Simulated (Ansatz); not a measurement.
**AlGaO+ (quartet): the correlation ladder, cc-pVDZ**

The task here is to estimate one member of a computed series from the others.

The runs use Ansatz 0.2.0, Gaussian basis; cc-pVDZ, core rule «outside noble gas», up to 20 orbitals frozen.

Plan: UHF; CCSD(T) on ROHF; CCSD(T) on UHF; BCCD(T) on ROHF; CISD; CCSDT(Q) on ROHF; CCSDT(Q) on UHF.

35 further runs of the same task are left out: 12 for a known fault of the program, 13 that didn't finish, 10 set aside as unsound or not needed.

### What is computed

The geometry is a PBE0/def2-TZVP stationary point (not a proven minimum) of the parent state, kept for this charge and spin. No spin-orbit coupling is included. The filled d shell of Ga may be among the frozen orbitals whatever the setting's name suggests; the logs give the count.

3 atoms, charge 1, spin multiplicity 4.

Atoms are counted from 1 here; the program's logs count them from 0.

Bond lengths: Al1–O2 1.696 Å, O2–Ga3 1.801 Å. Angles: Al1–O2–Ga3 180.0°.

As a file:

```
Al    0.00000    0.00000    1.73070
O     0.00000    0.00000    0.03500
Ga    0.00000    0.00000   -1.76570
```

Set-up of the first run:

in.yaml

```yaml
crystal:
  periodic: [false, false, false]
  atoms:
    - {symbol: Al, position_ang: [0.000000, 0.000000, 1.730700]}
    - {symbol: O, position_ang: [0.000000, 0.000000, 0.035000]}
    - {symbol: Ga, position_ang: [0.000000, 0.000000, -1.765700]}
basis:
  gaussian: {orbitals: cc-pVDZ}
total_charge: 1
magnetization: {spin_polarized: true, initial_magnetization: 3}
hamiltonian: {xc: hf}
output: {orbitals: {seedname: orbitals}}
```

Command:

```
$ ansatz run in.yaml --threads 1 --pin off --events-out ev --progress --plain --max-ram 2393MiB
```

Among the steps run: UHF; CCSD(T) on ROHF; CCSD(T) on UHF; BCCD(T) on ROHF; CISD; CCSDT(Q) on ROHF; CCSDT(Q) on UHF.

One table of the session follows, with a row left open; its other results are not shown here.

```
   method  from RCCSDT(Q) (kJ/mol)
     ROHF                   +658.4
      UHF                   +653.3
     RMP2                    +45.7
     UMP2                    +41.8
    RCCSD                    +29.3
    UCCSD                    +27.5
 RCCSD(T)                     +5.4
 UCCSD(T)                     +3.7
  BCCD(T)                     +4.2
   RCCSDT                     +1.7
   UCCSDT                        ?
RCCSDT(Q)                        0
UCCSDT(Q)                     -3.2
```

Estimate the missing values for UCCSDT.

As computed: from RCCSDT(Q) (kJ/mol): +0.3. In the column «from RCCSDT(Q) (kJ/mol)» it lies between RCCSDT(Q) (0) and RCCSDT (+1.7).

Not comparable, so not listed: CISD (they don't share determinant, frozen orbitals or solution with the rows shown, or repeat one).

To keep in mind: Restricted and unrestricted rows rest on different reference determinants; where their highest levels disagree by more than a few hundredths of an eV, they describe different states and don't form one ladder.
